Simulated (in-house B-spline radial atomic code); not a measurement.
# K³⁺: a fraction of an electron moved 3s → 3p

Aim: the energy of K³⁺ as a fraction of an electron is moved 3s → 3p, to see how far it bends away from a straight line.

Program: in-house B-spline radial atomic code version 1. Level of theory: non-relativistic OLYP, spin-polarised, spherical fractional occupations, point nucleus, basis-set limit. These are calculated values, not measurements, unless marked.

### Step 1. Starting point

```
element       : potassium (Z = 19)
charge        : +3
electrons     : 16
configuration : [Ne] 3s2 3p4
Hamiltonian   : non-relativistic
nucleus       : point
```

Outer shells as boxes (Hund's rule):

[Ne] 3s2 3p4
```
[Ne] core
3s [↑↓]
3p [↑↓][↑ ][↑ ]
```

Where spins are not typed, each open shell is filled with up spins first.

### Step 2. The start, at fraction 0

Input settings:

```ini
Z = 19
electrons = 16.0
configuration = [Ne] 3s2 3p4
hamiltonian = nr
method = optx,lyp
spin_polarised = True
```

### Step 3. 0.125 electron moved 3s → 3p

Input settings:

```ini
Z = 19
electrons = 16.0
configuration = [Ne] 3s1.875 3p4.125
hamiltonian = nr
method = optx,lyp
spin_polarised = True
```

### Step 4. 0.25 electron moved 3s → 3p

Input settings:

```ini
Z = 19
electrons = 16.0
configuration = [Ne] 3s1.75 3p4.25
hamiltonian = nr
method = optx,lyp
spin_polarised = True
```

### Step 5. 0.375 electron moved 3s → 3p

Input settings:

```ini
Z = 19
electrons = 16.0
configuration = [Ne] 3s1.625 3p4.375
hamiltonian = nr
method = optx,lyp
spin_polarised = True
```

### Step 6. 0.5 electron moved 3s → 3p

Input settings:

```ini
Z = 19
electrons = 16.0
configuration = [Ne] 3s1.5 3p4.5
hamiltonian = nr
method = optx,lyp
spin_polarised = True
```

### Step 7. 0.625 electron moved 3s → 3p

Input settings:

```ini
Z = 19
electrons = 16.0
configuration = [Ne] 3s1.375 3p4.625
hamiltonian = nr
method = optx,lyp
spin_polarised = True
```

### Step 8. 0.75 electron moved 3s → 3p

Input settings:

```ini
Z = 19
electrons = 16.0
configuration = [Ne] 3s1.25 3p4.75
hamiltonian = nr
method = optx,lyp
spin_polarised = True
```

### Step 9. 0.875 electron moved 3s → 3p

Input settings:

```ini
Z = 19
electrons = 16.0
configuration = [Ne] 3s1.125 3p4.875
hamiltonian = nr
method = optx,lyp
spin_polarised = True
```

### Step 10. 1 electron moved 3s → 3p

Input settings:

```ini
Z = 19
electrons = 16.0
configuration = [Ne] 3s1 3p5
hamiltonian = nr
method = optx,lyp
spin_polarised = True
```

**Question.** How does the energy change with the fraction, and which way and how far does it bend from the straight line between the ends?

As calculated:

| fraction | energy change (eV) | less the straight line (eV) | level 3s down (eV) | level 3p down (eV) | sum of <r²> (bohr²) |
| --- | --- | --- | --- | --- | --- |
| 0 | 0.0000 | 0.0000 | -70.266 | -53.063 | 12.373 |
| 0.125 | 2.1502 | 0.0014 | -70.312 | -53.112 | 12.403 |
| 0.25 | 4.3001 | 0.0024 | -70.357 | -53.160 | 12.433 |
| 0.375 | 6.4496 | 0.0031 | -70.402 | -53.207 | 12.463 |
| 0.5 | 8.5988 | 0.0034 | -70.447 | -53.255 | 12.492 |
| 0.625 | 10.7475 | 0.0033 | -70.490 | -53.303 | 12.522 |
| 0.75 | 12.8957 | 0.0027 | -70.534 | -53.350 | 12.552 |
| 0.875 | 15.0435 | 0.0016 | -70.577 | -53.397 | 12.582 |
| 1 | 17.1907 | 0.0000 | empty | -53.443 | 12.611 |

What this shows: From fraction 0 to 1 the energy changes by 17.191 eV. It stays within 0.01 eV of the straight line. Slater's transition state, the slope from the orbital energies at fraction 0.5 (Janak's theorem), gives 17.191 eV for the whole step.
